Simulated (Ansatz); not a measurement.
Input of an Ansatz 0.2.0 run:

File input.yaml:

```yaml
crystal:
  lattice:
    - [3.257497, 0.0, 0.0]
    - [0.0, 3.257497, 0.0]
    - [0.0, 0.0, 7.409341]
  atoms:
    - { symbol: Ta, position: [0.0, 0.0, 0.0] }
    - { symbol: Ta, position: [0.5, 0.5, 0.216842] }
    - { symbol: Ta, position: [0.5, 0.5, 0.783158] }
    - { symbol: Ta, position: [0.0, 0.0, 0.5] }
    - { symbol: O, position: [0.5, 0.5, 0.5] }
hamiltonian:
  xc: pbesol
  pseudopotentials: { kind: paw }
kpoints:
  mp_grid: { grid: [8, 8, 4] }
scf:
  occupations: { method: fermi_dirac, width: 0.05 }
output:
  forces: true
  stress: true
  eigenvalues: true
```

Potentials or basis: Ansatz PAW.

Launch:

```sh
$ ansatz run input.yaml --threads 2 --pin off --max-ram 5632MiB --backend cpu --events-out ev --progress --plain --runs-dir out
```

**Question.** What does it give for the largest force?

**Answer.** 0.023 eV/Å.

**Question.** Predict the pressure.

**Answer.** -8.1 GPa.

**Question.** Predict the band gap on the k mesh.

**Answer.** None (metal or under the smearing width).

Stress tensor (GPa, compression positive):
```
-7.87  0.00  0.00
 0.00 -7.87  0.00
 0.00  0.00 -8.48
```

Caveat: the PAW data sets come from PBE, with cores solved anew for the run's functional, which leaves a small shift of forces and pressure. The run has no spin-orbit coupling, so splittings on Ta are missing.
